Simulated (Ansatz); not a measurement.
# CuP (rocksalt): equation of state

Aim: the bulk modulus of CuP (rocksalt) from energies at several volumes around the relaxed one. The cell was built by placing the elements on the sites of a structure type; the runs don't test whether it is the stable form.

Program: Ansatz 0.2.0. Level of theory: DFT r²SCAN, scalar-relativistic, plane waves, PAW. These are calculated values, not measurements.

1 further run of the same task is left out (it didn't finish). Runs told in other sessions of the task aren't counted.

## 1. The structure to begin with

Symmetry: Fm-3m, No. 225, cubic system. The conventional cell has a = 4.816 Å, b = 4.816 Å, c = 4.816 Å, α = 90.00°, β = 90.00°, γ = 90.00°. Cu (site symmetry m-3m) is surrounded by 6 P at 2.41 Å. P (site symmetry m-3m) is surrounded by 6 Cu at 2.41 Å.

Structure file:

```
CELL_PARAMETERS angstrom
0.00000 2.40786 2.40786
2.40786 0.00000 2.40786
2.40786 2.40786 0.00000
ATOMIC_POSITIONS crystal
Cu 0.50000 0.50000 0.50000
P 0.00000 0.00000 0.00000
```

This cell comes from an earlier session at r²SCAN: 13.960 Å³/atom at 0.01 GPa, on a 12×12×12 mesh.

Volume factors to run: 0.980, 1.020, 0.960, 1.040, 1.070.

## 2. Scaling the volume by 0.980

input.yaml

```yaml
crystal:
  lattice:
    - [0.0, 2.391702134, 2.391702134]
    - [2.391702134, 0.0, 2.391702134]
    - [2.391702134, 2.391702134, 0.0]
  atoms:
    - { symbol: Cu, position: [0.5, 0.5, 0.5] }
    - { symbol: P, position: [0.0, 0.0, 0.0] }
basis:
  ecutwfc: 500
  ecutrho_ratio: 4
kpoints:
  mp_grid: { grid: [12, 12, 12] }
hamiltonian:
  xc: r2scan
scf:
  occupations: { method: gaussian, width: 0.05 }
output:
  forces: true
  stress: true
  eigenvalues: true
```

Command:

```
$ ansatz run input.yaml --threads 2 --pin off --max-ram 2662MiB --backend cpu --events-out ev --progress --plain --runs-dir out
```

After this run come: Scaling the volume by 1.020; Volume × 0.960; Volume × 1.040; Volume × 1.070.

What does the calculation give? Wanted: V0; B0; B0′; scatter of the fit.

**Answer**, as computed:

| quantity | value |
| --- | --- |
| V0 | 13.960 Å³/atom |
| B0 | 124 GPa |
| B0′ | 5.0 |
| scatter of the fit | 0.012 meV/atom |

What this shows: A third-order Birch–Murnaghan fit puts the minimum at 13.96 Å³/atom with a bulk modulus of 124 GPa. One per cent of compression takes about 1.2 GPa. These are values at 0 K without zero-point motion.
